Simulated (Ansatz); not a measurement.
# CH6FNO2Zr: one species, many methods

Aim: compute CH6FNO2Zr with functionals from several rungs and with coupled cluster. The comparison is of orbital energies and run times, and the correlation energy is taken apart.

Program: Ansatz 0.2.0, Gaussian basis. Level of theory: functionals in def2-TZVPP, the program's frozen cores in correlated methods. These are calculated values, not measurements.

Levels to be run: PBE-D4, r2SCAN-D4, PBE0-D4, B3LYP-D4, ωB97X-V, ωB97M-V, B2PLYP; CCSD(T)/def2-TZVPP; MP2/def2-QZVPP; extrapolation to the limit.

## Step 1: Structure used throughout

The geometry comes from an earlier relaxation with PBE0-D4/def2-TZVP; it is a stationary point, not always the lowest conformer. Zr takes the def2 core potential; no spin-orbit term is included.

SMILES `C[O][Zr]([NH2])([OH])[F]`, 12 atoms, charge 0, spin multiplicity 1.

Atoms are counted from 1 here; the program's logs count them from 0.

Bond lengths: C1–O2 1.389 Å, C1–H7 1.095 Å, C1–H8 1.095 Å, C1–H9 1.095 Å, O2–Zr3 1.912 Å, Zr3–N4 2.038 Å, Zr3–O5 1.925 Å, Zr3–F6 1.930 Å, N4–H10 1.011 Å, N4–H11 1.010 Å, O5–H12 0.952 Å. Angles: O2–C1–H7 110.5°, O2–C1–H8 110.5°, O2–C1–H9 110.7°, H7–C1–H8 108.4°, H7–C1–H9 108.3°, H8–C1–H9 108.4°, C1–O2–Zr3 177.6°, O2–Zr3–N4 108.0°, O2–Zr3–O5 115.2°, O2–Zr3–F6 106.7°, N4–Zr3–O5 107.0°, N4–Zr3–F6 110.0°, O5–Zr3–F6 110.0°, Zr3–N4–H10 124.9°, Zr3–N4–H11 126.4°, H10–N4–H11 108.7°, Zr3–O5–H12 162.2°.

## Step 2: PBE-D4 (GGA)

Input file in.yaml:

```yaml
crystal:
  periodic: [false, false, false]
  atoms:
    - {symbol: C, position_ang: [0.899479, -1.128802, -1.865513]}
    - {symbol: O, position_ang: [0.195088, -0.466563, -0.868575]}
    - {symbol: Zr, position_ang: [-0.807344, 0.374079, 0.526181]}
    - {symbol: N, position_ang: [0.352919, 1.838282, 1.340307]}
    - {symbol: O, position_ang: [-1.338701, -0.787440, 1.966965]}
    - {symbol: F, position_ang: [-2.366347, 1.153345, -0.301694]}
    - {symbol: H, position_ang: [1.942516, -0.795406, -1.884261]}
    - {symbol: H, position_ang: [0.455213, -0.929045, -2.846226]}
    - {symbol: H, position_ang: [0.887914, -2.210603, -1.695181]}
    - {symbol: H, position_ang: [0.392943, 2.063738, 2.324527]}
    - {symbol: H, position_ang: [0.988070, 2.446625, 0.842861]}
    - {symbol: H, position_ang: [-1.601751, -1.558202, 2.460599]}
basis:
  gaussian: {orbitals: def2-TZVPP}
hamiltonian: {xc: pbe, dispersion: d4}
output: {forces: true, orbitals: {seedname: orbitals}}
```

Command:

```sh
$ ansatz run in.yaml --threads 2 --pin off --events-out ev --progress --plain --max-ram 22528MiB --backend cuda --devices 0, --max-vram 18GiB
```

The program printed, shortened:

```text
Functional definition: PBE
  name "PBE"
  cite "Perdew, Burke & Ernzerhof, Phys. Rev. Lett. 77, 3865 (1996) doi:10.1103/PhysRevLett.77.3865"
  parent pbe
[...]
1459 factors; their error is unknown
[...]
mean field -10717.64418224 eV, -393.8661590173 hartree, gradient 4.5e-5 eV, S^2 0.000000; 0 other end points of the search recorded, 0 dependent functions left out
[...]
reference -10717.64426758 eV, -393.8661621532 hartree; 28, 28 occupied and 267, 267 virtual orbitals, 1459 factors
Total energy: -10717.87243615 eV, -393.8745471936 hartree
Atom 0 at     0.899479    -1.128802    -1.865513 Å, force     0.074146    -0.083731    -0.118446 eV/Å
Atom 1 at     0.195088    -0.466563    -0.868575 Å, force    -0.038693     0.085849     0.077317 eV/Å
Atom 2 at    -0.807344     0.374079     0.526181 Å, force    -0.013087    -0.013312     0.033794 eV/Å
Atom 3 at     0.352919     1.838282     1.340307 Å, force    -0.075378    -0.093748    -0.065971 eV/Å
Atom 4 at    -1.338701    -0.787440     1.966965 Å, force     0.037182     0.206453     0.044118 eV/Å
Atom 5 at    -2.366347     1.153345    -0.301694 Å, force    -0.268566     0.142526    -0.148302 eV/Å
Atom 6 at     1.942516    -0.795406    -1.884261 Å, force     0.237990     0.061811    -0.021326 eV/Å
Atom 7 at     0.455213    -0.929045    -2.846226 Å, force    -0.080817     0.029257    -0.231322 eV/Å
Atom 8 at     0.887914    -2.210603    -1.695181 Å, force     0.010999    -0.244383     0.016804 eV/Å
Atom 9 at     0.392943     2.063738     2.324527 Å, force     0.026541     0.090994     0.338012 eV/Å
Atom 10 at     0.988070     2.446625     0.842861 Å, force     0.221215     0.218403    -0.154932 eV/Å
Atom 11 at    -1.601751    -1.558202     2.460599 Å, force    -0.131533    -0.400119     0.230253 eV/Å
Dipole moment:     0.421568    -0.339943     0.121767 e Å
```

Run time: 3.4 s. Hardware: 1 × H100 (card shared with other runs) with 2 threads of AMD EPYC 7R13, shared host; peak host memory 0.86 GiB.

HOMO -5.78 eV, LUMO -0.88 eV.

## Step 3: r2SCAN-D4 (meta-GGA)

Changes to in.yaml since step 2:

```diff
@@ -17,3 +17,3 @@
   gaussian: {orbitals: def2-TZVPP}
-hamiltonian: {xc: pbe, dispersion: d4}
+hamiltonian: {xc: r2scan, dispersion: d4}
 output: {forces: true, orbitals: {seedname: orbitals}}
```

The command is unchanged.

The program printed, shortened:

```text
Functional definition: r2SCAN
  name "r2SCAN"
  cite "Furness, Kaplan, Ning, Perdew & Sun, J. Phys. Chem. Lett. 11, 8208 (2020) doi:10.1021/acs.jpclett.0c02405"
  cite "Furness, Kaplan, Ning, Perdew & Sun, J. Phys. Chem. Lett. 11, 9248 (2020) doi:10.1021/acs.jpclett.0c03077"
  parent r2scan
[...]
1459 factors; their error is unknown
[...]
mean field -10723.56803892 eV, -394.0838567348 hartree, gradient 2.5e-5 eV, S^2 0.000000; 0 other end points of the search recorded, 0 dependent functions left out
[...]
reference -10723.56806731 eV, -394.0838577780 hartree; 28, 28 occupied and 267, 267 virtual orbitals, 1459 factors
Total energy: -10723.62803006 eV, -394.0860613685 hartree
Atom 0 at     0.899479    -1.128802    -1.865513 Å, force     0.139508    -0.139004    -0.208002 eV/Å
Atom 1 at     0.195088    -0.466563    -0.868575 Å, force    -0.025719     0.048656     0.041638 eV/Å
Atom 2 at    -0.807344     0.374079     0.526181 Å, force    -0.083307     0.039639    -0.005021 eV/Å
Atom 3 at     0.352919     1.838282     1.340307 Å, force     0.039529     0.048207     0.023500 eV/Å
Atom 4 at    -1.338701    -0.787440     1.966965 Å, force    -0.039378    -0.051219     0.133589 eV/Å
Atom 5 at    -2.366347     1.153345    -0.301694 Å, force    -0.071815     0.035640    -0.041245 eV/Å
Atom 6 at     1.942516    -0.795406    -1.884261 Å, force    -0.005115    -0.001637    -0.001178 eV/Å
Atom 7 at     0.455213    -0.929045    -2.846226 Å, force     0.006578    -0.004640     0.003858 eV/Å
Atom 8 at     0.887914    -2.210603    -1.695181 Å, force     0.001099     0.006279    -0.003917 eV/Å
Atom 9 at     0.392943     2.063738     2.324527 Å, force     0.022714     0.031428     0.030260 eV/Å
Atom 10 at     0.988070     2.446625     0.842861 Å, force     0.028704     0.034387     0.012531 eV/Å
Atom 11 at    -1.601751    -1.558202     2.460599 Å, force    -0.012798    -0.047738     0.013988 eV/Å
Dipole moment:     0.425667    -0.344476     0.125593 e Å
```

It took 3.8 s on 1 × H100 (card shared with other runs) with 2 threads of AMD EPYC 7R13, shared host; peak host memory 0.89 GiB.

HOMO -6.07 eV, LUMO -0.57 eV.

## Step 4: PBE0-D4 (hybrid)

Changes to in.yaml since step 3:

```diff
@@ -17,3 +17,3 @@
   gaussian: {orbitals: def2-TZVPP}
-hamiltonian: {xc: r2scan, dispersion: d4}
-output: {forces: true, orbitals: {seedname: orbitals}}
+hamiltonian: {xc: pbe0, dispersion: d4}
+output: {orbitals: {seedname: orbitals}}
```

Launched as before.

The program printed:

```text
Functional definition: PBE0
  name "PBE0"
  cite "Adamo & Barone, J. Chem. Phys. 110, 6158 (1999) doi:10.1063/1.478522"
  cite "Perdew, Burke & Ernzerhof, Phys. Rev. Lett. 77, 3865 (1996) doi:10.1103/PhysRevLett.77.3865"
  parent pbe
  parameter a = 0.25
  parameter kappa = 0.804
  parameter beta = 0.06672455060314922
  exchange = (1 - a)*pbe_x(kappa = kappa, mu = beta*pi^2/3) + a*exact_x
  correlation = pbe_c(beta = beta)
1537 factors; their error is unknown
mean field evaluation 1: about -10697.3452 eV, gradient 1.1e2 eV
mean field evaluation 2: about -10630.7266 eV, gradient 2.1e2 eV
mean field evaluation 4: about -10716.7093 eV, gradient 1.1e1 eV
mean field evaluation 8: about -10716.9274 eV, gradient 9.1e-2 eV
mean field evaluation 16: about -10716.9719 eV, gradient 1.0e-4 eV
mean field -10716.97194750 eV, -393.8414548462 hartree, gradient 3.0e-5 eV, S^2 0.000000; 0 other end points of the search recorded, 0 dependent functions left out
reference -10716.97200866 eV, -393.8414570935 hartree; 28, 28 occupied and 267, 267 virtual orbitals, 1537 factors
Total energy: -10717.16815002 eV, -393.8486651558 hartree
```

Wall time 3.7 s (1 × H100 (card shared with other runs) with 2 threads of AMD EPYC 7R13, shared host); peak host memory 0.89 GiB.

HOMO -7.20 eV, LUMO -0.20 eV.

## Step 5: B3LYP-D4 (hybrid)

B3LYP here takes the VWN-RPA correlation.

Changes to in.yaml since step 4:

```diff
@@ -17,3 +17,3 @@
   gaussian: {orbitals: def2-TZVPP}
-hamiltonian: {xc: pbe0, dispersion: d4}
-output: {orbitals: {seedname: orbitals}}
+hamiltonian: {xc: {name: B3LYP}, dispersion: d4}
+output: {forces: true, orbitals: {seedname: orbitals}}
```

The command is unchanged.

The program printed, shortened:

```text
Functional definition: B3LYP
  name "B3LYP"
  cite "Stephens, Devlin, Chabalowski & Frisch, J. Phys. Chem. 98, 11623 (1994) doi:10.1021/j100096a001"
  cite "Becke, Phys. Rev. A 38, 3098 (1988) doi:10.1103/PhysRevA.38.3098"
  cite "Lee, Yang & Parr, Phys. Rev. B 37, 785 (1988) doi:10.1103/PhysRevB.37.785"
  cite "Vosko, Wilk & Nusair, Can. J. Phys. 58, 1200 (1980) doi:10.1139/p80-159"
[...]
1493 factors; their error is unknown
[...]
mean field -10728.17073853 eV, -394.2530028257 hartree, gradient 4.1e-5 eV, S^2 0.000000; 0 other end points of the search recorded, 0 dependent functions left out
[...]
reference -10728.17110825 eV, -394.2530164128 hartree; 28, 28 occupied and 267, 267 virtual orbitals, 1493 factors
Total energy: -10728.53505929 eV, -394.2663913668 hartree
Atom 0 at     0.899479    -1.128802    -1.865513 Å, force     0.174650    -0.165831    -0.254908 eV/Å
[...]
Atom 2 at    -0.807344     0.374079     0.526181 Å, force    -0.010974     0.016318    -0.009973 eV/Å
Atom 3 at     0.352919     1.838282     1.340307 Å, force     0.125320     0.147100     0.083102 eV/Å
Atom 4 at    -1.338701    -0.787440     1.966965 Å, force    -0.069462    -0.142208     0.210060 eV/Å
Atom 5 at    -2.366347     1.153345    -0.301694 Å, force    -0.219576     0.109810    -0.115910 eV/Å
Atom 6 at     1.942516    -0.795406    -1.884261 Å, force    -0.043672    -0.019798    -0.006845 eV/Å
Atom 7 at     0.455213    -0.929045    -2.846226 Å, force     0.028942    -0.017101     0.038343 eV/Å
Atom 8 at     0.887914    -2.210603    -1.695181 Å, force     0.005444     0.046794    -0.016457 eV/Å
Atom 9 at     0.392943     2.063738     2.324527 Å, force     0.014604     0.023590     0.015136 eV/Å
Atom 10 at     0.988070     2.446625     0.842861 Å, force     0.014361     0.019774     0.012063 eV/Å
Atom 11 at    -1.601751    -1.558202     2.460599 Å, force    -0.014254    -0.042166     0.025101 eV/Å
Dipole moment:     0.434034    -0.350302     0.125578 e Å
```

Run time: 3.1 s. Hardware: 1 × H100 (card shared with other runs) with 2 threads of AMD EPYC 7R13, shared host; peak host memory 0.91 GiB.

HOMO -6.96 eV, LUMO -0.49 eV.

## Step 6: ωB97X-V (range-separated)

Changes to in.yaml since step 5:

```diff
@@ -17,3 +17,3 @@
   gaussian: {orbitals: def2-TZVPP}
-hamiltonian: {xc: {name: B3LYP}, dispersion: d4}
-output: {forces: true, orbitals: {seedname: orbitals}}
+hamiltonian: {xc: {name: wB97X-V}}
+output: {orbitals: {seedname: orbitals}}
```

The command is unchanged.

The program printed, shortened:

```text
Functional definition: wB97X-V
  name "wB97X-V"
  cite "Mardirossian & Head-Gordon, Phys. Chem. Chem. Phys. 16, 9904 (2014) doi:10.1039/C3CP54374A"
  cite "Becke, J. Chem. Phys. 107, 8554 (1997) doi:10.1063/1.475007"
  cite "Vydrov & Van Voorhis, J. Chem. Phys. 133, 244103 (2010) doi:10.1063/1.3521275"
[...]
      + integral(e_c_pw_opposite_spin*poly(b97_u_opposite, cos0, cos1)) + vv10(b, c)
1490 factors; their error is unknown
364 factors; integrals over basis functions are off by at most 1.2e-5 eV
[...]
mean field -10723.47365718 eV, -394.0803882698 hartree, gradient 4.5e-5 eV, S^2 0.000000; 0 other end points of the search recorded, 0 dependent functions left out
reference -10723.47365335 eV, -394.0803881292 hartree; 28, 28 occupied and 267, 267 virtual orbitals, 1490 factors
Total energy: -10723.47365335 eV, -394.0803881292 hartree
```

It took 4.3 s on 1 × H100 (card shared with other runs) with 2 threads of AMD EPYC 7R13, shared host; peak host memory 0.97 GiB.

HOMO -9.66 eV, LUMO 1.27 eV.

## Step 7: ωB97M-V (range-separated)

Changes to in.yaml since step 6:

```diff
@@ -17,3 +17,3 @@
   gaussian: {orbitals: def2-TZVPP}
-hamiltonian: {xc: {name: wB97X-V}}
-output: {orbitals: {seedname: orbitals}}
+hamiltonian: {xc: {name: wB97M-V}}
+output: {forces: true, orbitals: {seedname: orbitals}}
```

The command is unchanged.

The program printed, shortened:

```text
Functional definition: wB97M-V
  name "wB97M-V"
  cite "Mardirossian & Head-Gordon, J. Chem. Phys. 144, 214110 (2016) doi:10.1063/1.4952647"
  cite "Becke, J. Chem. Phys. 107, 8554 (1997) doi:10.1063/1.475007"
  cite "Vydrov & Van Voorhis, J. Chem. Phys. 133, 244103 (2010) doi:10.1063/1.3521275"
  # Of w^i u^j: cxij and so on, Table III.
[...]
  gx(w, u) = 1 - cx + cx01*u + cx10*w
  gss(w, u) = css00 + css04*u^4 + css10*w + css20*w^2 + css43*w^4*u^3
  gos(w, u) = cos00 + cos10*w + (cos20 + cos21*u)*w^2 + (cos60 + cos61*u)*w^6
[...]
      + integral(e_c_pw_mod_opposite_spin*gos(b97_w_opposite, b97_u_opposite)) + vv10(b, c)
1477 factors; their error is unknown
364 factors; integrals over basis functions are off by at most 1.2e-5 eV
[...]
Atom 2 at    -0.807344     0.374079     0.526181 Å, force    -0.037954     0.054633    -0.028855 eV/Å
Atom 3 at     0.352919     1.838282     1.340307 Å, force     0.063457     0.067135     0.042282 eV/Å
Atom 4 at    -1.338701    -0.787440     1.966965 Å, force    -0.052374    -0.121682     0.109697 eV/Å
Atom 5 at    -2.366347     1.153345    -0.301694 Å, force    -0.057496     0.016977    -0.025294 eV/Å
Atom 6 at     1.942516    -0.795406    -1.884261 Å, force    -0.099610    -0.033838    -0.001174 eV/Å
Atom 7 at     0.455213    -0.929045    -2.846226 Å, force     0.047564    -0.023965     0.091968 eV/Å
Atom 8 at     0.887914    -2.210603    -1.695181 Å, force     0.002298     0.103976    -0.019485 eV/Å
Atom 9 at     0.392943     2.063738     2.324527 Å, force     0.016488     0.018867    -0.024213 eV/Å
Atom 10 at     0.988070     2.446625     0.842861 Å, force    -0.009434    -0.002315     0.038428 eV/Å
Atom 11 at    -1.601751    -1.558202     2.460599 Å, force     0.011452     0.035230    -0.012343 eV/Å
Dipole moment:     0.420240    -0.352335     0.129039 e Å
```

It took 3.7 s on 1 × H100 (card shared with other runs) with 2 threads of AMD EPYC 7R13, shared host; peak host memory 0.99 GiB.

HOMO -9.57 eV, LUMO 0.70 eV.

## Step 8: B2PLYP (double hybrid)

Changes to in.yaml since step 7:

```diff
@@ -17,3 +17,2 @@
   gaussian: {orbitals: def2-TZVPP}
-hamiltonian: {xc: {name: wB97M-V}}
-output: {forces: true, orbitals: {seedname: orbitals}}
+hamiltonian: {xc: {name: B2PLYP}}
```

Launched as before.

The program printed, shortened:

```text
Functional definition: B2PLYP
  name "B2PLYP"
  cite "Grimme, J. Chem. Phys. 124, 034108 (2006) doi:10.1063/1.2148954"
  cite "Becke, Phys. Rev. A 38, 3098 (1988) doi:10.1103/PhysRevA.38.3098"
  cite "Lee, Yang & Parr, Phys. Rev. B 37, 785 (1988) doi:10.1103/PhysRevB.37.785"
[...]
1832 factors; integrals over basis functions are off by at most 1.2e-3 eV
[...]
mean field -10705.94502838 eV, -393.4362230428 hartree, gradient 8.5e-6 eV, S^2 0.000000; 0 other end points of the search recorded, 0 dependent functions left out
5 core orbitals not correlated: weight in the atoms' cores, before any rotation towards them, 1.000 or more for the frozen orbitals, at most 0.000 for the correlated occupied ones
reference -10705.94525498 eV, -393.4362313701 hartree; 23, 23 occupied and 267, 267 virtual orbitals, 1832 factors
second order -48.54161749 eV of doubles, -0.00000000 eV of singles
Total energy: -10719.05149170 eV, -393.9178766859 hartree
```

Run time: 2.7 s. Hardware: 1 × H100 (card shared with other runs) with 2 threads of AMD EPYC 7R13, shared host; peak host memory 1.3 GiB.

## Step 9: Orbital energies across the functionals

Dipoles come from the runs that computed forces. Levels, from each run's orbital file:

| functional | HOMO (eV) | LUMO (eV) | gap (eV) | dipole (D) | time |
| --- | --- | --- | --- | --- | --- |
| PBE-D4 | -5.78 | -0.88 | 4.90 | 2.67 | 3.4 s |
| r2SCAN-D4 | -6.07 | -0.57 | 5.50 | 2.70 | 3.8 s |
| PBE0-D4 | -7.20 | -0.20 | 7.00 |  | 3.7 s |
| B3LYP-D4 | -6.96 | -0.49 | 6.47 | 2.75 | 3.1 s |
| ωB97X-V | -9.66 | 1.27 | 10.93 |  | 4.3 s |
| ωB97M-V | -9.57 | 0.70 | 10.28 | 2.71 | 3.7 s |

## Step 10: CCSD(T) in def2-TZVPP

Changes to in.yaml since step 8:

```diff
@@ -17,2 +17,2 @@
   gaussian: {orbitals: def2-TZVPP}
-hamiltonian: {xc: {name: B2PLYP}}
+correlation: {method: ccsd_t}
```

Same command.

The program printed, shortened:

```text
Functional definition: HF
  name "HF"
  cite "Fock, Z. Phys. 61, 126 (1930) doi:10.1007/BF01340294"
  parent pbe
[...]
1832 factors; integrals over basis functions are off by at most 1.2e-3 eV
[...]
mean field -10664.67409782 eV, -391.9195443190 hartree, gradient 1.7e-6 eV, S^2 0.000000; 0 other end points of the search recorded, 0 dependent functions left out
5 core orbitals not correlated: weight in the atoms' cores, before any rotation towards them, 1.000 or more for the frozen orbitals, at most 0.000 for the correlated occupied ones
reference -10664.67409782 eV, -391.9195443190 hartree; 23, 23 occupied and 267, 267 virtual orbitals, 1832 factors
second order -40.11779205 eV of doubles, -0.00000000 eV of singles
cycle   1  -39.29962318 eV  change    8.2e-1 eV  update   1.7e-1
[...]
cycle  11  -40.48698182 eV  change    4.3e-5 eV  update   1.1e-5
perturbative correction -1.58296744 eV, -0.0581729804 hartree
Total energy: -10706.74404707 eV, -393.4655864382 hartree
```

Run time: 9 s. Hardware: 1 × H100 (card shared with other runs) with 2 threads of AMD EPYC 7R13, shared host; peak host memory 0.88 GiB.

## Step 11: MP2 in def2-QZVPP

Changes to in.yaml since step 10:

```diff
@@ -16,3 +16,3 @@
 basis:
-  gaussian: {orbitals: def2-TZVPP}
-correlation: {method: ccsd_t}
+  gaussian: {orbitals: "def2-QZVPP.json"}
+correlation: {method: mp2}
```

Launched as before.

The program printed:

```text
Functional definition: HF
  name "HF"
  cite "Fock, Z. Phys. 61, 126 (1930) doi:10.1007/BF01340294"
  parent pbe
  exchange = exact_x
  correlation = 0
3338 factors; integrals over basis functions are off by at most 9.1e-4 eV
mean field evaluation 1: about -10655.7332 eV, gradient 7.4e1 eV
mean field evaluation 2: about -10655.8628 eV, gradient 7.4e1 eV
mean field evaluation 4: about -10665.1724 eV, gradient 4.2e0 eV
mean field evaluation 8: about -10665.2459 eV, gradient 4.6e-1 eV
mean field -10665.24667176 eV, -391.9405860235 hartree, gradient 3.6e-6 eV, S^2 0.000000; 0 other end points of the search recorded, 0 dependent functions left out
5 core orbitals not correlated: weight in the atoms' cores, before any rotation towards them, 1.000 or more for the frozen orbitals, at most 0.000 for the correlated occupied ones
reference -10665.24667176 eV, -391.9405860235 hartree; 23, 23 occupied and 518, 518 virtual orbitals, 3338 factors
second order -43.97903539 eV of doubles, -0.00000000 eV of singles
Total energy: -10709.22570715 eV, -393.5567857640 hartree
```

It took 4.8 s on 1 × H100 (card shared with other runs) with 2 threads of AMD EPYC 7R13, shared host; peak host memory 1.1 GiB.

The pieces so far (eV):

| basis | HF | MP2 correlation | CCSD correlation | (T) | total |
| --- | --- | --- | --- | --- | --- |
| def2-TZVPP | -10664.6741 | -40.1178 | -40.4870 | -1.5830 | -10706.7440 |
| def2-QZVPP | -10665.2467 | -43.9790 |  |  | -10709.2257 |

The report of the def2-TZVPP run gives T1 = 0.0162.

## Step 12: From triple and quadruple zeta to the limit

No new run: Hartree-Fock is extrapolated as exp(−7.88√X) and correlation as X^−2.97, with X = 3 and 4; only MP2 was run in the larger set, so CCSD(T) minus MP2 is added from the smaller one.

| level | energy at the limit (eV) |
| --- | --- |
| HF | -10665.3255 |
| MP2 | -10712.1648 |
| CCSD | -10712.5339 |
| CCSD(T) | -10714.1169 |

## Step 13: What came out

```
                               quantity                                 value
 CCSD(T) correlation energy, def2-TZVPP                            -42.070 eV
              gap, smallest and largest  4.90 eV (PBE-D4), 10.93 eV (ωB97X-V)
                          T1 diagnostic                                0.0162
triples share of the correlation energy                                 3.8 %
```

In def2-TZVPP MP2 gives 95 % of the CCSD(T) correlation energy. The gap grows from 4.9 to 10.9 eV across the functionals, mostly with the share of exact exchange. Correlated methods include outer-core shells of Zr, which these sets cover unevenly.
